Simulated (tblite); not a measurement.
# H8SSeSi3: the cost of one run

Programs: tblite 0.8.0 and PySCF 2.14.0, with density-fitted response routines of our own. Each step states its level of theory. These are calculated values for one molecule in the gas phase, unless marked as measured. Atoms are numbered from 0 throughout.

## Step 1: The molecule as given

13 atoms, charge 0, multiplicity 1; geometry from: force field or distance geometry start.

Bonds of the start (Å): Si0–S1 2.16, S1–Si2 2.12, Si2–Si3 2.24, Si2–Se4 2.26, Si0–H5 1.46, Si0–H6 1.47, Si0–H7 1.47, Si2–H8 1.48, Si3–H9 1.46, Si3–H10 1.47, Si3–H11 1.46, Se4–H12 1.54.

## Step 2: Optimising the geometry with GFN2-xTB

Job settings and geometry (Å):

```
{"job": {"kind": "relax", "xc": "GFN2-xTB", "basis": "xTB"}, "charge": 0, "multiplicity": 1}
Si     2.866800     0.394200    -0.006800
S      1.026400     0.754000     1.059800
Si    -0.538900    -0.505100     0.373100
Si    -2.426000     0.693200     0.463900
Se    -0.267200    -1.212400    -1.756900
H      3.570800    -0.646400     0.729400
H      2.603000    -0.019100    -1.391000
H      3.663200     1.626700     0.021600
H     -0.641300    -1.707300     1.223700
H     -2.799100     1.027500    -0.909500
H     -3.512700    -0.100900     1.063100
H     -2.150000     1.877400     1.273900
H     -1.399300    -2.181300    -2.162000
```

Launch:

```console
$ OMP_NUM_THREADS=1 python probes_run.py task.json out
```

This one command runs all jobs of the session in turn.

Q: Estimate the wall time and peak memory of this first job on 1 thread of Arm Neoverse N1, shared host.

About 1.4 s, with a peak of 0.18 GiB.
